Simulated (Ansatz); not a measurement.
# PtSO (2H monolayer (Janus) type, one sheet): from bands to localised orbitals

Aim: build maximally localised Wannier functions for PtSO (2H monolayer (Janus) type, one sheet) from several sets of trial orbitals, and check spreads and centres, and how well the models interpolate the bands. The runs, in order: PBE, anion s p, 6×6×1; PBE, anion s p, 12×12×1; PBE, anion p, 6×6×1; PBE, metal d and anion p, 6×6×1; PBE, metal d and anion p, disentangled, 6×6×1; PBE, metal d, 6×6×1; r2SCAN, anion s p, 6×6×1; r2SCAN, metal d and anion p, 6×6×1; r2SCAN, metal d and anion p, disentangled, 6×6×1; PBE with spin-orbit coupling, anion s p, 6×6×1; PBE with spin-orbit coupling, metal d and anion p, 6×6×1 (level, trial orbitals, Wannier mesh).

Program: Ansatz 0.2.0. Level of theory: plane waves, PAW. These are calculated values, not measurements.

3 further runs of the same task are left out: 3 that didn't finish.

**1. The structure to begin with**

It takes space group P3m1 (No. 156, trigonal). Conventional cell: a = 3.342 Å, b = 3.342 Å, c = 29.503 Å, α = 90.00°, β = 90.00°, γ = 120.00°. Pt (site symmetry 3m) is surrounded by 3 S at 2.25 Å and 3 O at 2.29 Å. Around O (site symmetry 3m) lie 3 Pt at 2.29 Å. S (site symmetry 3m) has 3 Pt at 2.25 Å as nearest neighbours.

As a file:

```cif
data_structure
_symmetry_space_group_name_H-M 'P3m1'
_symmetry_Int_Tables_number 156
_cell_length_a 3.3419
_cell_length_b 3.3419
_cell_length_c 29.5034
_cell_angle_alpha 90.000
_cell_angle_beta 90.000
_cell_angle_gamma 120.000
_cell_volume 285.36
loop_
_atom_site_label
_atom_site_type_symbol
_atom_site_symmetry_multiplicity
_atom_site_Wyckoff_symbol
_atom_site_fract_x
_atom_site_fract_y
_atom_site_fract_z
_atom_site_occupancy
Pt1 Pt 1 b 0.33333 0.66667 0.30432 1
O1 O 1 c 0.66667 0.33333 0.34592 1
S1 S 1 c 0.66667 0.33333 0.26491 1
```

Cell and atoms come from an earlier r2SCAN relaxation. The cell holds one sheet and vacuum, and is periodic in the plane alone; ε, where given, is a mean over the whole height of the cell, so ε₂ and ε₁ − 1 scale inversely with that height and aren't the sheet's own values. Spin-orbit coupling, which matters for Pt, is in the runs so named alone.

**2. PBE, anion s p, 6×6×1**

The input, input.yaml:

```yaml
crystal:
  lattice:
    - [3.3419085959, 0.0, 0.0]
    - [-1.6709542979, 2.8941777412, 0.0]
    - [0.0, 0.0, 29.5033824832]
  atoms:
    - { symbol: Pt, position: [0.3333333333, 0.6666666667, 0.3043150598] }
    - { symbol: O, position: [0.6666666667, 0.3333333333, 0.3459200131] }
    - { symbol: S, position: [0.6666666667, 0.3333333333, 0.264914233] }
  periodic: [true, true, false]
kpoints:
  mp_grid: { grid: [9, 9, 1] }
  band_path:
    path:
      - [0, 0, 0]
      - [0.5, 0, 0]
      - [0.3333333333333, 0.3333333333333, 0]
      - [0, 0, 0]
    npoints: 10
hamiltonian:
  xc: pbe
scf:
  occupations: { method: fixed }
  n_extra_bands: 6
output:
  forces: false
  stress: false
  eigenvalues: true
  wannier:
    kmesh: [6, 6, 1]
    projections:
      - { species: O, l: s, shell: 2 }
      - { species: O, l: p, shell: 2 }
      - { species: S, l: s, shell: 3 }
      - { species: S, l: p, shell: 3 }
    minimise: true
    write_hr: true
    conv_tol: 1.0e-08
    max_iter: 3000
```

After this run come: PBE, anion s p, 12×12×1; PBE, anion p, 6×6×1; PBE, metal d and anion p, 6×6×1; PBE, metal d and anion p, disentangled, 6×6×1; PBE, metal d, 6×6×1; r2SCAN, anion s p, 6×6×1; r2SCAN, metal d and anion p, 6×6×1; r2SCAN, metal d and anion p, disentangled, 6×6×1; PBE with spin-orbit coupling, anion s p, 6×6×1; PBE with spin-orbit coupling, metal d and anion p, 6×6×1.

**Question.** What will the summary of the whole plan be? Wanted: total spread, PBE, anion s p, 6×6×1; total spread, PBE, anion s p, 12×12×1; total spread, PBE, anion p, 6×6×1; total spread, PBE, metal d and anion p, 6×6×1; total spread, PBE, metal d and anion p, disentangled, 6×6×1; total spread, PBE, metal d, 6×6×1; total spread, r2SCAN, anion s p, 6×6×1; total spread, r2SCAN, metal d and anion p, 6×6×1; total spread, r2SCAN, metal d and anion p, disentangled, 6×6×1.

The runs gave:

| quantity | value |
| --- | --- |
| total spread, PBE, anion s p, 6×6×1 | 10.50 Å² over 8 functions |
| total spread, PBE, anion s p, 12×12×1 | 16.47 Å² over 8 functions |
| total spread, PBE, anion p, 6×6×1 | 10.47 Å² over 6 functions |
| total spread, PBE, metal d and anion p, 6×6×1 | 13.00 Å² over 11 functions |
| total spread, PBE, metal d and anion p, disentangled, 6×6×1 | 12.67 Å² over 11 functions |
| total spread, PBE, metal d, 6×6×1 | 12.18 Å² over 5 functions |
| total spread, r2SCAN, anion s p, 6×6×1 | 10.24 Å² over 8 functions |
| total spread, r2SCAN, metal d and anion p, 6×6×1 | 12.79 Å² over 11 functions |
| total spread, r2SCAN, metal d and anion p, disentangled, 6×6×1 | 12.50 Å² over 11 functions |
| total spread, PBE with spin-orbit coupling, anion s p, 6×6×1 | 26.38 Å² over 16 functions |
| total spread, PBE with spin-orbit coupling, metal d and anion p, 6×6×1 | 26.11 Å² over 22 functions |
| centres of the first set | 0.27 to 0.57 Å from the nearest atom |

**Reading.** With PBE, anion s p, 6×6×1 the 8 functions move off the atoms, with a mean spread of 1.31 Å²; 87 % of the total is gauge invariant. The total spread goes from 10.50 Å² on 6×6×1 to 16.47 Å² on 12×12×1: finite differences in k understate it on coarse meshes, while the largest miss of a band goes from 1.07 to 1.29 eV. On one set and mesh the functional gives 10.50 (PBE), 10.24 (r2SCAN) Å². The disentangled models miss some band by up to 0.5 eV, which may lie outside their frozen windows.
